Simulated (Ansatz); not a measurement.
**HfSi2B2: from a guess to a relaxed structure**

Aim: relax a trial structure of HfSi2B2 and see where it ends.

Computed with Ansatz 0.2.0 (DFT PBE, scalar-relativistic, plane waves, PAW, unless a step's input says otherwise).

## Step 1: The structure to begin with

Symmetry: P6/mmm, No. 191, hexagonal system. Conventional cell: a = 3.472 Å, b = 3.472 Å, c = 6.779 Å, α = 90.00°, β = 90.00°, γ = 120.00°. Hf (site symmetry 6/mmm) is surrounded by 6 B at 2.00 Å and 2 Si at 2.46 Å. Around Si (site symmetry 6mm) lie 1 Si at 1.85 Å and 1 Hf at 2.46 Å. Around B (site symmetry -6m2) lie 3 B at 2.00 Å and 3 Hf at 2.00 Å.

As a file:

```
Hf Si B
1.0
     3.47212    0.00000    0.00000
    -1.73606    3.00694    0.00000
     0.00000    0.00000    6.77856
Hf Si B
1 2 2
Cartesian
  0.0000 0.0000 0.0000
  0.0000 0.0000 4.3142
  0.0000 0.0000 2.4643
  0.0000 2.0046 0.0000
  1.7361 1.0023 0.0000
```

A structure generator made this guess: random cell by space group and Wyckoff sites (P6/mmm, No. 191). Lengths come from tabulated atomic sizes and are only a guess.

## Step 2: Probe: one point on a coarse mesh

input.yaml

```yaml
crystal:
  lattice:
    - [3.47211777, 0.0, 0.0]
    - [-1.73605888, 3.00694219, 0.0]
    - [0.0, 0.0, 6.77855707]
  atoms:
    - { symbol: Hf, position: [0.0, 0.0, 0.0] }
    - { symbol: Si, position: [0.0, 0.0, 0.6364517] }
    - { symbol: Si, position: [0.0, 0.0, 0.3635483] }
    - { symbol: B, position: [0.33333333, 0.66666667, 0.0] }
    - { symbol: B, position: [0.66666667, 0.33333333, 0.0] }
basis:
  ecutwfc: 420
kpoints:
  mp_grid: { grid: [6, 6, 4] }
hamiltonian:
  xc: pbe
scf:
  occupations: { method: gaussian, width: 0.1 }
  lower_state_search: "off"
output:
  forces: true
  stress: true
  eigenvalues: true
```

Command:

```bash
$ ansatz run input.yaml --threads 1 --pin off --max-ram 2560MiB --backend cpu --events-out ev --progress --plain --runs-dir out
```

The session goes on with these runs: coarse relaxation; relaxation on the finer mesh.

Before running it: what results should come out? Wanted: conventional cell; volume; energy over the elements; gap on the mesh.

As calculated:

| quantity | value |
| --- | --- |
| symmetry at the end (tolerance 0.05 Å) | space group P6/mmm (No. 191) |
| conventional cell | a = 3.915 Å, b = 3.915 Å, c = 7.614 Å, α = 90.00°, β = 90.00°, γ = 120.00° |
| volume | 20.21 Å³/atom |
| energy over the elements | +1.33 eV/atom |
| gap on the mesh | none (metal) |

**Reading.** The space group P6/mmm (No. 191) is kept, and the volume per atom grows by 42.8 % from the first guess. With a positive formation energy it can't be a ground state. No finished test with a distortion of lower symmetry is shown, so the end may be a saddle point. The runs treat Hf without spin-orbit coupling.
